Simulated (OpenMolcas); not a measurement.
**BSiH4O2F (SMILES O[SiH2]B(O)F) at 6 levels**

Aim: a comparison of 6 runs (HF/3-21G, HF/def2-SVP, PBE0/def2-SVP, SVWN5/def2-SVP, TPSS/def2-SVP, MP2/def2-SVP) of BSiH4O2F. 

The calculation is run with OpenMolcas 26.06.

1 further run of the same task is left out (set aside as unsound or not needed).

### 1 The molecule

BSiH4O2F: 9 atoms, total charge 0, spin state singlet. As SMILES, `O[SiH2]B(O)F`. The Si2–B3 distance was set to 3.053 Å, away from the relaxed value. At this shape a bond of the SMILES string is far longer than usual.

Bond lengths: O1–Si2 1.653 Å, B3–O4 1.347 Å, B3–F5 1.342 Å, O1–H6 0.958 Å, Si2–H7 1.484 Å, Si2–H8 1.493 Å, O4–H9 0.965 Å. Angles: O4–B3–F5 118.7°, O1–Si2–H7 106.4°, O1–Si2–H8 111.4°, Si2–O1–H6 117.1°, B3–O4–H9 113.7°, H7–Si2–H8 107.8°. A long bond or contact: Si2–B3 3.053 Å.

### 2 The energy at HF/3-21G (run 1)

Input file calc.input:

```
* BFH4O2Si Hartree-Fock
&gateway
baslib=$CurrDir
coord
9
angstrom
O        1.922059       0.333196       2.288557
Si       1.607159      -0.756704       1.085757
B       -0.701500       0.194000      -0.670900
O       -0.968000      -0.381600      -1.859000
F       -1.488500       1.196900      -0.250400
H        1.170559       0.781196       2.678457
H        2.862859      -0.896704       0.307457
H        1.262859      -2.098504       1.641857
H       -1.731300      -0.002600      -2.311100
basis=3-21G
group=NoSym
&seward
&scf
thresholds=1e-10 1e-07 1e-07 1e-05
prorbitals=0
```

The basis set 3-21G is read from a file made from the Basis Set Exchange's data (not shown).

Run with:

```console
$ export MOLCAS_MEM=1860
$ pymolcas calc.input > calc.log
```

What it wrote:

```text
--- Start Module: gateway ---
[...]
--- Stop Module: gateway /rc=_RC_ALL_IS_WELL_ ---
--- Start Module: seward ---
[...]
      Basis functions           57
--- Stop Module: seward /rc=_RC_ALL_IS_WELL_ ---
--- Start Module: scf ---
[...]
       Convergence after  15 Iterations
[...]
::    Total SCF energy                               -562.1135510892
[...]
      Total spin, S                                     0.0000000000
[...]
      Total electronic charge=   48.000000
      Total            charge=   -0.000000
[...]
      Dipole Moment (debye):
      Origin of the operator (angstrom)=    0.2959    0.0074    0.2919
                   X= -2.5348E+00               Y=  2.8743E-01               Z= -8.8651E-01           Total=  2.7007E+00
      Quadrupole Moment (debye*angstrom):
[...]
--- Stop Module: scf /rc=_RC_ALL_IS_WELL_ ---
[...]
```

Run time: 2.2 s. Hardware: 1 thread of Intel Xeon 6975P-C (Granite Rapids), shared host; peak memory 0.39 GiB.

### 3 A single-point energy at HF/def2-SVP (run 2)

Input file calc.inp:

```
* BFH4O2Si Hartree-Fock

&GATEWAY
 BasLib = $CurrDir
 Coord
 9
 angstrom
 O        1.922059       0.333196       2.288557
 Si       1.607159      -0.756704       1.085757
 B       -0.701500       0.194000      -0.670900
 O       -0.968000      -0.381600      -1.859000
 F       -1.488500       1.196900      -0.250400
 H        1.170559       0.781196       2.678457
 H        2.862859      -0.896704       0.307457
 H        1.262859      -2.098504       1.641857
 H       -1.731300      -0.002600      -2.311100
 Basis = def2-SVP
 Group = NoSym

&SEWARD

&SCF
 Thresholds = 1e-10 1e-07 1e-07 1e-05
 PrOrbitals = 1 1
```

The basis set def2-SVP is read from a file made from the Basis Set Exchange's data (not shown).

Run with:

```console
$ export MOLCAS_MEM=1860
$ pymolcas calc.inp > calc.log
```

What it wrote:

```text
--- Start Module: gateway ---
[...]
--- Stop Module: gateway /rc=_RC_ALL_IS_WELL_ ---
--- Start Module: seward ---
[...]
      Basis functions           94
--- Stop Module: seward /rc=_RC_ALL_IS_WELL_ ---
[...]
--- Start Module: scf ---
[...]
       Convergence after  14 Iterations
[...]
::    Total SCF energy                               -564.8536898845
[...]
      Total spin, S                                     0.0000000000
[...]
      Total electronic charge=   48.000000
      Total            charge=   -0.000000
[...]
      Dipole Moment (debye):
      Origin of the operator (angstrom)=    0.2959    0.0074    0.2919
                   X= -1.8623E+00               Y=  1.6494E-01               Z= -5.7516E-01           Total=  1.9561E+00
      Quadrupole Moment (debye*angstrom):
[...]
--- Stop Module: scf /rc=_RC_ALL_IS_WELL_ ---
[...]
```

Run time: 7.2 s. Hardware: 1 thread of Intel Xeon 6975P-C (Granite Rapids), shared host; peak memory 0.52 GiB.

### 4 A single-point energy at PBE0/def2-SVP (run 3)

Input file test.input:

```
&gateway
 baslib=$CurrDir
 basisset
 O.def2-SVP....
 O1 1.922059 0.333196 2.288557 angstrom
 O4 -0.968000 -0.381600 -1.859000 angstrom
 End of Basis
 basisset
 Si.def2-SVP....
 Si2 1.607159 -0.756704 1.085757 angstrom
 End of Basis
 basisset
 B.def2-SVP....
 B3 -0.701500 0.194000 -0.670900 angstrom
 End of Basis
 basisset
 F.def2-SVP....
 F5 -1.488500 1.196900 -0.250400 angstrom
 End of Basis
 basisset
 H.def2-SVP....
 H6 1.170559 0.781196 2.678457 angstrom
 H7 2.862859 -0.896704 0.307457 angstrom
 H8 1.262859 -2.098504 1.641857 angstrom
 H9 -1.731300 -0.002600 -2.311100 angstrom
 End of Basis

&seward
 gridinput
 Grid=UltraFine
 End of Grid

&scf
 ksdft=PBE0
 thresholds=1e-10 1e-07 1e-07 1e-05
 prorbitals=1 1
```

The basis set def2-SVP is read from a file made from the Basis Set Exchange's data (not shown).

Run with:

```console
$ export MOLCAS_MEM=1860
$ pymolcas test.input > test.log
```

What it wrote:

```text
--- Start Module: gateway ---
[...]
--- Stop Module: gateway /rc=_RC_ALL_IS_WELL_ ---
--- Start Module: seward ---
[...]
      Basis functions           94
--- Stop Module: seward /rc=_RC_ALL_IS_WELL_ ---
[...]
--- Start Module: scf ---
[...]
       Convergence after  16 Iterations
[...]
::    Total KS-DFT energy                            -566.3749382711
[...]
      Total spin, S                                     0.0000000000
[...]
      Total electronic charge=   48.000000
      Total            charge=   -0.000000
[...]
      Dipole Moment (debye):
      Origin of the operator (angstrom)=    0.2959    0.0074    0.2919
                   X= -1.9285E+00               Y=  3.9956E-01               Z= -5.5828E-01           Total=  2.0470E+00
      Quadrupole Moment (debye*angstrom):
[...]
--- Stop Module: scf /rc=_RC_ALL_IS_WELL_ ---
[...]
```

It took 20 s on 1 thread of Intel Xeon 6975P-C (Granite Rapids), shared host; peak memory 0.52 GiB.

Runs 4 to 5 aren't shown in full; the table further down has their settings and results.

### 5 The energy at MP2/def2-SVP (run 6)

Input file calc.inp:

```
* BFH4O2Si MP2
&GATEWAY
BasLib = $CurrDir
BasisSet
O.def2-SVP....
O1 1.922059 0.333196 2.288557 angstrom
O4 -0.968000 -0.381600 -1.859000 angstrom
End of Basis
BasisSet
Si.def2-SVP....
Si2 1.607159 -0.756704 1.085757 angstrom
End of Basis
BasisSet
B.def2-SVP....
B3 -0.701500 0.194000 -0.670900 angstrom
End of Basis
BasisSet
F.def2-SVP....
F5 -1.488500 1.196900 -0.250400 angstrom
End of Basis
BasisSet
H.def2-SVP....
H6 1.170559 0.781196 2.678457 angstrom
H7 2.862859 -0.896704 0.307457 angstrom
H8 1.262859 -2.098504 1.641857 angstrom
H9 -1.731300 -0.002600 -2.311100 angstrom
End of Basis
&SEWARD
&SCF
Thresholds = 1e-10 1e-07 1e-07 1e-05
PrOrbitals = 1 1
&MBPT2
Frozen = 9
```

The basis set def2-SVP is read from a file made from the Basis Set Exchange's data (not shown).

Run with:

```console
$ export MOLCAS_MEM=1860
$ pymolcas calc.inp > calc.log
```

What it wrote:

```text
--- Start Module: gateway ---
[...]
--- Stop Module: gateway /rc=_RC_ALL_IS_WELL_ ---
[...]
      Basis functions           94
[...]
--- Start Module: scf ---
[...]
       Convergence after  15 Iterations
[...]
::    Total SCF energy                               -564.8536898845
[...]
      Total spin, S                                     0.0000000000
[...]
      Total electronic charge=   48.000000
      Total            charge=   -0.000000
[...]
      Dipole Moment (debye):
      Origin of the operator (angstrom)=    0.2959    0.0074    0.2919
                   X= -1.8623E+00               Y=  1.6494E-01               Z= -5.7516E-01           Total=  1.9561E+00
      Quadrupole Moment (debye*angstrom):
[...]
--- Stop Module: scf /rc=_RC_ALL_IS_WELL_ ---
[...]
--- Start Module: mbpt2 ---
[...]
WARNING!
Default frozen orbitals as non valence orbitals is overwritten by user input.
Default values:   6
[...]
       Reference weight ( Cref**2 )         =        0.82267
::    Total MBPT2 energy                             -565.5920668989
[...]
      Total MBPT2 calculations                           0.29      0.34
--- Stop Module: mbpt2 /rc=_RC_ALL_IS_WELL_ ---
[...]
```

Wall time 7.2 s (1 thread of Intel Xeon 6975P-C (Granite Rapids), shared host); peak memory 0.52 GiB.

### 6 All runs side by side

| run | level | integration grid | frozen core orbitals | energy (Eh) | dipole moment (D) of the reference | HOMO energy (eV) | LUMO energy (eV) | wall time |
| --- | --- | --- | --- | --- | --- | --- | --- | --- |
| 1 | HF/3-21G | – | – | -562.113551 | 2.70 | -8.70 | 2.01 | 2.2 s |
| 2 | HF/def2-SVP | – | – | -564.853690 | 1.96 | -8.79 | 2.12 | 7.2 s |
| 3 | PBE0/def2-SVP | UltraFine | – | -566.374938 | 2.05 | -6.49 | -1.25 | 20 s |
| 4 | SVWN5/def2-SVP | UltraFine | – | -563.635657 | 2.16 | -5.49 | -2.12 | 16 s |
| 5 | TPSS/def2-SVP | UltraFine | – | -566.844682 | 2.07 | -5.57 | -1.86 | 30 s |
| 6 | MP2/def2-SVP | – | 9 | -565.592067 | 1.96 | -8.79 | 2.12 | 7.2 s |

### 7 Results

| quantity | value |
| --- | --- |
| run 6: total energy | -565.59207 Eh |
| run 6: dipole moment (mean-field density) | 1.96 D |
| run 6: HOMO energy (Hartree–Fock orbitals) | -8.79 eV |
| run 6: LUMO energy (Hartree–Fock orbitals) | 2.12 eV |
| run 6: HOMO–LUMO gap (Hartree–Fock orbitals) | 10.90 eV |
| run 6: correlation energy (9 core orbitals frozen) | -738.4 mEh |

Over runs 1, 2, 3, 4, 5 the dipole moment (its size) runs from 1.96 D (HF/def2-SVP) to 2.70 D (HF/3-21G). Over runs 1, 2, 3, 4, 5 the HOMO–LUMO gap runs from 3.37 eV (SVWN5/def2-SVP) to 10.90 eV (HF/def2-SVP). Exact exchange widens orbital gaps. Totals of different functionals can't be ranked against each other. All runs together took 83 s, the longest 30 s.
